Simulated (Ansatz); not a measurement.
**Br− with CH₃F: structure and interaction energy, part 1 of 3**

How do Br− and CH₃F sit together, how strongly do they interact, and which methods get it right?

Program: Ansatz 0.2.0, Gaussian basis. Level of theory: PBE0-D4 structure, single points in def2-TZVPPD. These are calculated values, not measurements.

Levels: PBE-D4, revPBE-D4, BLYP-D4, r2SCAN-D4, B97M-V, PBE0-D4, B3LYP-D4, HSE06-D4, wB97X-V, wB97M-V, B2PLYP, Hartree-Fock, MP2, CCSD, CCSD(T). The reference is CCSD(T) extrapolated to the basis limit. For elements past Ar these valence bases correlate outer-core shells poorly and lack relativity, so that limit is rough.

Correlated methods freeze the cores. Filled d shells of the heavier atoms are correlated. B3LYP uses VWN-RPA correlation. B2PLYP carries no dispersion term here.

163 further runs of the same task are left out: 163 set aside as unsound or not needed. Runs told in other sessions of the task aren't counted.

**1. Where the work starts**

The pair, from a GFN2-xTB docking trial: 6 atoms, charge -1, spin multiplicity 1.

Atoms are counted from 1 here; the program's logs count them from 0.

Bond lengths: C2–F3 1.379 Å, C2–H4 1.083 Å, C2–H5 1.086 Å, C2–H6 1.088 Å. Angles: F3–C2–H4 108.7°, F3–C2–H5 108.7°, F3–C2–H6 108.4°, H4–C2–H5 110.3°, H4–C2–H6 110.4°, H5–C2–H6 110.2°.

As a file:

```xyz
6
charge -1, multiplicity 1
Br   -0.2580   -0.0278   -2.7537
C     0.0459   -0.0009    0.4834
F     0.1847    0.1544    1.8466
H     0.9931    0.2262    0.0091
H    -0.7246    0.6789    0.1315
H    -0.2411   -1.0308    0.2831
```

Atoms 1 to 1 are fragment A (Br−), the rest fragment B (CH₃F).

**2. A first relaxation in a small basis**

File pre/in.yaml:

```yaml
crystal:
  periodic: [false, false, false]
  atoms:
    - {symbol: Br, position_ang: [-0.258000, -0.027800, -2.753700]}
    - {symbol: C, position_ang: [0.045900, -0.000900, 0.483400]}
    - {symbol: F, position_ang: [0.184700, 0.154400, 1.846600]}
    - {symbol: H, position_ang: [0.993100, 0.226200, 0.009100]}
    - {symbol: H, position_ang: [-0.724600, 0.678900, 0.131500]}
    - {symbol: H, position_ang: [-0.241100, -1.030800, 0.283100]}
basis:
  gaussian: {orbitals: def2-SVPD}
total_charge: -1
hamiltonian: {xc: pbe, dispersion: d4}
relax: {f_tol: 0.03, max_steps: 250}
```

The run is started by

```sh
> ansatz run in.yaml --threads 4 --pin off --events-out ev --progress --plain --max-ram 9574MiB
```

Log, cut to the lines that bear on the results:

```text
Functional definition: PBE
  name "PBE"
  cite "Perdew, Burke & Ernzerhof, Phys. Rev. Lett. 77, 3865 (1996) doi:10.1103/PhysRevLett.77.3865"
  parent pbe
[...]
985 factors; their error is unknown
[...]
mean field -73825.70447047 eV, -2713.0445984299 hartree, gradient 3.9e-5 eV, S^2 0.000000; 0 other end points of the search recorded, 0 dependent functions left out
[...]
reference -73825.70451383 eV, -2713.0446000234 hartree; 27, 27 occupied and 81, 81 virtual orbitals, 985 factors
relax step   1: F+E_penalty+E_count = -73825.77237553 eV  Δ(F+E_penalty+E_count) = +0.000e0 eV  max|allowed force component| = 1.764e0 eV/Å  Δτ_max = 0.0000 Å  (25 SCF iters, accepted)
[...]
reference -73825.78095432 eV, -2713.0474091595 hartree; 27, 27 occupied and 81, 81 virtual orbitals, 985 factors
Total energy: -73825.84635495 eV, -2713.0498125884 hartree
Atom 0 at    -0.275044    -0.107905    -2.860622 Å, force    -0.000805    -0.001373    -0.007934 eV/Å
Atom 1 at     0.048342     0.018330     0.503110 Å, force     0.000605     0.000839     0.006090 eV/Å
Atom 2 at     0.185565     0.086475     1.923023 Å, force    -0.000489    -0.001441    -0.004486 eV/Å
Atom 3 at     1.014588     0.274369     0.034792 Å, force    -0.000495     0.000440     0.002429 eV/Å
Atom 4 at    -0.726422     0.735445     0.180689 Å, force     0.000824     0.000115     0.002644 eV/Å
Atom 5 at    -0.247030    -1.006713     0.219008 Å, force     0.000360     0.001420     0.001257 eV/Å
Dipole moment:     0.067057     0.024431     0.698376 e Å
```

Wall time 9 s (4 threads of Arm Neoverse V1, shared host).

Relaxation path:

```tsv
step	energy from step 1 (eV)	largest force component (eV/Å)
1	0.0000	1.7637
2	-0.0622	0.6329
3	-0.0722	0.2335
4	-0.0733	0.1697
5	-0.0739	0.0079
```

Distances of close pairs at the start and the end, largest changes first:

```tsv
bond	before (Å)	after (Å)	change (Å)
C2–F3	1.379	1.428	+0.049
C2–H4	1.083	1.104	+0.020
C2–H5	1.086	1.104	+0.018
C2–H6	1.088	1.104	+0.016
```

**3. Relaxation at PBE0-D4**

File relax/in.yaml:

```yaml
crystal:
  periodic: [false, false, false]
  atoms:
    - {symbol: Br, position_ang: [-0.275044, -0.107905, -2.860622]}
    - {symbol: C, position_ang: [0.048342, 0.018330, 0.503110]}
    - {symbol: F, position_ang: [0.185565, 0.086475, 1.923023]}
    - {symbol: H, position_ang: [1.014588, 0.274369, 0.034792]}
    - {symbol: H, position_ang: [-0.726422, 0.735445, 0.180689]}
    - {symbol: H, position_ang: [-0.247030, -1.006713, 0.219008]}
basis:
  gaussian: {orbitals: def2-TZVPD}
total_charge: -1
hamiltonian: {xc: pbe0, dispersion: d4}
relax: {f_tol: 0.005, max_steps: 200}
```

The run is started by

```sh
> ansatz run in.yaml --threads 4 --pin off --events-out ev --progress --plain --max-ram 9574MiB
```

Log, cut to the lines that bear on the results:

```text
Functional definition: PBE0
  name "PBE0"
  cite "Adamo & Barone, J. Chem. Phys. 110, 6158 (1999) doi:10.1063/1.478522"
[... 2 set-up lines as earlier in the session ...]
[...]
996 factors; their error is unknown
[...]
mean field -73840.98584764 eV, -2713.6061786828 hartree, gradient 2.7e-5 eV, S^2 0.000000; 0 other end points of the search recorded, 0 dependent functions left out
[...]
Atom 2 at     0.183749     0.080829     1.906654 Å, force     0.000008     0.000040     0.000075 eV/Å
Atom 3 at     1.000348     0.273423     0.045456 Å, force     0.001804     0.000450     0.001502 eV/Å
Atom 4 at    -0.714021     0.727595     0.190849 Å, force    -0.001201     0.001382     0.002016 eV/Å
Atom 5 at    -0.242595    -0.988231     0.220746 Å, force    -0.000137    -0.000835     0.000855 eV/Å
Dipole moment:     0.070859     0.028387     0.736660 e Å
```

Run time: 18 s. Hardware: 4 threads of Arm Neoverse V1, shared host.

Relaxation path:

```tsv
step	energy from step 1 (eV)	largest force component (eV/Å)
1	0.0000	0.6847
2	-0.0180	0.3069
3	-0.0206	0.1018
4	-0.0207	0.0389
5	-0.0208	0.0028
```

Close pairs (by a distance rule), those that changed most:

```tsv
bond	before (Å)	after (Å)	change (Å)
C2–F3	1.428	1.405	-0.023
C2–H6	1.104	1.088	-0.015
C2–H4	1.104	1.088	-0.015
C2–H5	1.104	1.088	-0.015
```

The shortest distance between the fragments is Br1–H5, 3.21 Å; measured against covalent radii the tightest is Br1–C2, 3.40 Å.

Counterpoise needs three runs a level at this geometry: the pair (ab), and each fragment in the basis of the whole pair, with ghost atoms in place of the other (a, b).

**4. wB97X-V/def2-TZVPPD**

File ab/in.yaml:

```yaml
crystal:
  periodic: [false, false, false]
  atoms:
    - {symbol: Br, position_ang: [-0.276504, -0.113509, -2.873230]}
    - {symbol: C, position_ang: [0.049023, 0.019893, 0.509525]}
    - {symbol: F, position_ang: [0.183749, 0.080829, 1.906654]}
    - {symbol: H, position_ang: [1.000348, 0.273423, 0.045456]}
    - {symbol: H, position_ang: [-0.714021, 0.727595, 0.190849]}
    - {symbol: H, position_ang: [-0.242595, -0.988231, 0.220746]}
basis:
  gaussian: {orbitals: "def2-TZVPPD.json"}
total_charge: -1
hamiltonian: {xc: {name: wB97X-V}}
```

File a/in.yaml:

```yaml
crystal:
  periodic: [false, false, false]
  atoms:
    - {symbol: Br, position_ang: [-0.276504, -0.113509, -2.873230]}
basis:
  gaussian:
    orbitals: "def2-TZVPPD.json"
    ghost_atoms:
      - {symbol: C, position_ang: [0.049023, 0.019893, 0.509525]}
      - {symbol: F, position_ang: [0.183749, 0.080829, 1.906654]}
      - {symbol: H, position_ang: [1.000348, 0.273423, 0.045456]}
      - {symbol: H, position_ang: [-0.714021, 0.727595, 0.190849]}
      - {symbol: H, position_ang: [-0.242595, -0.988231, 0.220746]}
total_charge: -1
hamiltonian: {xc: {name: wB97X-V}}
```

File b/in.yaml:

```yaml
crystal:
  periodic: [false, false, false]
  atoms:
    - {symbol: C, position_ang: [0.049023, 0.019893, 0.509525]}
    - {symbol: F, position_ang: [0.183749, 0.080829, 1.906654]}
    - {symbol: H, position_ang: [1.000348, 0.273423, 0.045456]}
    - {symbol: H, position_ang: [-0.714021, 0.727595, 0.190849]}
    - {symbol: H, position_ang: [-0.242595, -0.988231, 0.220746]}
basis:
  gaussian:
    orbitals: "def2-TZVPPD.json"
    ghost_atoms:
      - {symbol: Br, position_ang: [-0.276504, -0.113509, -2.873230]}
hamiltonian: {xc: {name: wB97X-V}}
```

The basis file named in the input lies beside it (Basis Set Exchange, JSON).

Each run has its own folder and the same command.

The run is started by

```sh
> ansatz run in.yaml --threads 4 --pin off --events-out ev --progress --plain --max-ram 9574MiB
```

Log of ab, cut to the lines that bear on the results:

```text
Functional definition: wB97X-V
  name "wB97X-V"
  cite "Mardirossian & Head-Gordon, Phys. Chem. Chem. Phys. 16, 9904 (2014) doi:10.1039/C3CP54374A"
  cite "Becke, J. Chem. Phys. 107, 8554 (1997) doi:10.1063/1.475007"
  cite "Vydrov & Van Voorhis, J. Chem. Phys. 133, 244103 (2010) doi:10.1063/1.3521275"
[...]
      + integral(e_c_pw_opposite_spin*poly(b97_u_opposite, cos0, cos1)) + vv10(b, c)
1004 factors; their error is unknown
254 factors; integrals over basis functions are off by at most 4.7e-5 eV
[...]
mean field -73845.48814030 eV, -2713.7716348864 hartree, gradient 1.2e-5 eV, S^2 0.000000; 0 other end points of the search recorded, 0 dependent functions left out
reference -73845.48813732 eV, -2713.7716347767 hartree; 27, 27 occupied and 158, 158 virtual orbitals, 1004 factors
Total energy: -73845.48813732 eV, -2713.7716347767 hartree
```

Log of a, cut to the lines that bear on the results:

```text
[... 5 set-up lines as earlier in the session ...]
[...]
      + integral(e_c_pw_opposite_spin*poly(b97_u_opposite, cos0, cos1)) + vv10(b, c)
960 factors; their error is unknown
252 factors; integrals over basis functions are off by at most 4.8e-5 eV
[...]
mean field -70042.15264103 eV, -2574.0016332815 hartree, gradient 5.9e-6 eV, S^2 0.000000; 0 other end points of the search recorded, 0 dependent functions left out
reference -70042.15263833 eV, -2574.0016331824 hartree; 18, 18 occupied and 167, 167 virtual orbitals, 960 factors
Total energy: -70042.15263833 eV, -2574.0016331824 hartree
```

Log of b, cut to the lines that bear on the results:

```text
[... 5 set-up lines as earlier in the session ...]
[...]
      + integral(e_c_pw_opposite_spin*poly(b97_u_opposite, cos0, cos1)) + vv10(b, c)
962 factors; their error is unknown
238 factors; integrals over basis functions are off by at most 4.8e-5 eV
[...]
mean field -3802.96043406 eV, -139.7562182126 hartree, gradient 1.4e-5 eV, S^2 0.000000; 0 other end points of the search recorded, 0 dependent functions left out
reference -3802.96043212 eV, -139.7562181413 hartree; 9, 9 occupied and 176, 176 virtual orbitals, 962 factors
Total energy: -3802.96043212 eV, -139.7562181413 hartree
```

They took 7 s (ab), 5.5 s (a), 4.6 s (b) on 4 threads of Arm Neoverse V1, shared host; peak memory 0.49 GiB.

Interaction energy, ab − a − b: -8.65 kcal/mol.

**5. wB97M-V/def2-TZVPPD**

Each input of step 4 (ab, a, b) changes in the same lines:

```diff
-hamiltonian: {xc: {name: wB97X-V}}
+hamiltonian: {xc: {name: wB97M-V}}
```

The same command starts each run, in its folder.

The run is started by

```sh
> ansatz run in.yaml --threads 4 --pin off --events-out ev --progress --plain --max-ram 9574MiB
```

ab printed, cut to the lines that bear on the results:

```text
Functional definition: wB97M-V
  name "wB97M-V"
  cite "Mardirossian & Head-Gordon, J. Chem. Phys. 144, 214110 (2016) doi:10.1063/1.4952647"
[... 2 set-up lines as earlier in the session ...]
  # Of w^i u^j: cxij and so on, Table III.
[...]
  gx(w, u) = 1 - cx + cx01*u + cx10*w
[...]
      + integral(e_c_pw_mod_opposite_spin*gos(b97_w_opposite, b97_u_opposite)) + vv10(b, c)
997 factors; their error is unknown
254 factors; integrals over basis functions are off by at most 4.7e-5 eV
[...]
mean field -73847.82889465 eV, -2713.8576560222 hartree, gradient 5.3e-5 eV, S^2 0.000000; 0 other end points of the search recorded, 0 dependent functions left out
reference -73847.82896676 eV, -2713.8576586723 hartree; 27, 27 occupied and 158, 158 virtual orbitals, 997 factors
Total energy: -73847.82896676 eV, -2713.8576586723 hartree
```

a printed, cut to the lines that bear on the results:

```text
[... 5 set-up lines as earlier in the session ...]
  # Of w^i u^j: cxij and so on, Table III.
[...]
  gx(w, u) = 1 - cx + cx01*u + cx10*w
[...]
      + integral(e_c_pw_mod_opposite_spin*gos(b97_w_opposite, b97_u_opposite)) + vv10(b, c)
953 factors; their error is unknown
252 factors; integrals over basis functions are off by at most 4.8e-5 eV
[...]
mean field -70044.68562707 eV, -2574.0947188015 hartree, gradient 5.8e-5 eV, S^2 0.000000; 0 other end points of the search recorded, 0 dependent functions left out
reference -70044.68569323 eV, -2574.0947212330 hartree; 18, 18 occupied and 167, 167 virtual orbitals, 953 factors
Total energy: -70044.68569323 eV, -2574.0947212330 hartree
```

Output in b, cut to the lines that bear on the results:

```text
[... 5 set-up lines as earlier in the session ...]
  # Of w^i u^j: cxij and so on, Table III.
[...]
  gx(w, u) = 1 - cx + cx01*u + cx10*w
[...]
      + integral(e_c_pw_mod_opposite_spin*gos(b97_w_opposite, b97_u_opposite)) + vv10(b, c)
962 factors; their error is unknown
238 factors; integrals over basis functions are off by at most 4.8e-5 eV
[...]
mean field -3802.76650075 eV, -139.7490912947 hartree, gradient 1.2e-5 eV, S^2 0.000000; 0 other end points of the search recorded, 0 dependent functions left out
reference -3802.76655047 eV, -139.7490931221 hartree; 9, 9 occupied and 176, 176 virtual orbitals, 962 factors
Total energy: -3802.76655047 eV, -139.7490931221 hartree
```

Wall times: 7.5 s (ab), 5.5 s (a), 5.5 s (b) on 4 threads of Arm Neoverse V1, shared host; peak memory 0.51 GiB.

E(ab) − E(a) − E(b) = -8.69 kcal/mol.

**6. B2PLYP/def2-TZVPPD**

The same edit goes into each in.yaml of step 5 (ab, a, b):

```diff
-hamiltonian: {xc: {name: wB97M-V}}
+hamiltonian: {xc: {name: B2PLYP}}
```

One command serves all of them, each in its own folder.

The run is started by

```sh
> ansatz run in.yaml --threads 4 --pin off --events-out ev --progress --plain --max-ram 9574MiB
```

ab printed, cut to the lines that bear on the results:

```text
Functional definition: B2PLYP
  name "B2PLYP"
  cite "Grimme, J. Chem. Phys. 124, 034108 (2006) doi:10.1063/1.2148954"
  cite "Becke, Phys. Rev. A 38, 3098 (1988) doi:10.1103/PhysRevA.38.3098"
  cite "Lee, Yang & Parr, Phys. Rev. B 37, 785 (1988) doi:10.1103/PhysRevB.37.785"
[...]
1111 factors; integrals over basis functions are off by at most 9.0e-4 eV
[...]
mean field -73833.98305529 eV, -2713.3488308108 hartree, gradient 3.9e-6 eV, S^2 0.000000; 0 other end points of the search recorded, 0 dependent functions left out
11 core orbitals not correlated: weight in the atoms' cores, before any rotation towards them, 1.000 or more for the frozen orbitals, at most 0.000 for the correlated occupied ones
reference -73833.98322337 eV, -2713.3488369875 hartree; 16, 16 occupied and 158, 158 virtual orbitals, 1111 factors
second order -23.37823596 eV of doubles, -0.00000000 eV of singles
Total energy: -73840.29534708 eV, -2713.5808032553 hartree
```

Output in a, cut to the lines that bear on the results:

```text
[... 5 set-up lines as earlier in the session ...]
[...]
1109 factors; integrals over basis functions are off by at most 8.9e-4 eV
[...]
mean field -70035.73333957 eV, -2573.7657283042 hartree, gradient 4.6e-6 eV, S^2 0.000000; 0 other end points of the search recorded, 0 dependent functions left out
9 core orbitals not correlated: weight in the atoms' cores, before any rotation towards them, 1.000 or more for the frozen orbitals, at most 0.000 for the correlated occupied ones
reference -70035.73348316 eV, -2573.7657335811 hartree; 9, 9 occupied and 167, 167 virtual orbitals, 1109 factors
second order -9.18294829 eV of doubles, -0.00000000 eV of singles
Total energy: -70038.21287920 eV, -2573.8568497049 hartree
```

Log of b, cut to the lines that bear on the results:

```text
[... 5 set-up lines as earlier in the session ...]
[...]
1071 factors; integrals over basis functions are off by at most 9.0e-4 eV
[...]
mean field -3797.94167076 eV, -139.5717820633 hartree, gradient 7.1e-6 eV, S^2 0.000000; 0 other end points of the search recorded, 0 dependent functions left out
2 core orbitals not correlated: weight in the atoms' cores, before any rotation towards them, 1.000 or more for the frozen orbitals, at most 0.000 for the correlated occupied ones
reference -3797.94179796 eV, -139.5717867374 hartree; 7, 7 occupied and 176, 176 virtual orbitals, 1071 factors
second order -14.10814031 eV of doubles, -0.00000000 eV of singles
Total energy: -3801.75099584 eV, -139.7117721777 hartree
```

Times: 4.7 s (ab), 3.4 s (a), 3 s (b) on 4 threads of Arm Neoverse V1, shared host.

E(ab) − E(a) − E(b) = -7.64 kcal/mol.

(Continued in part 2 of 3.)
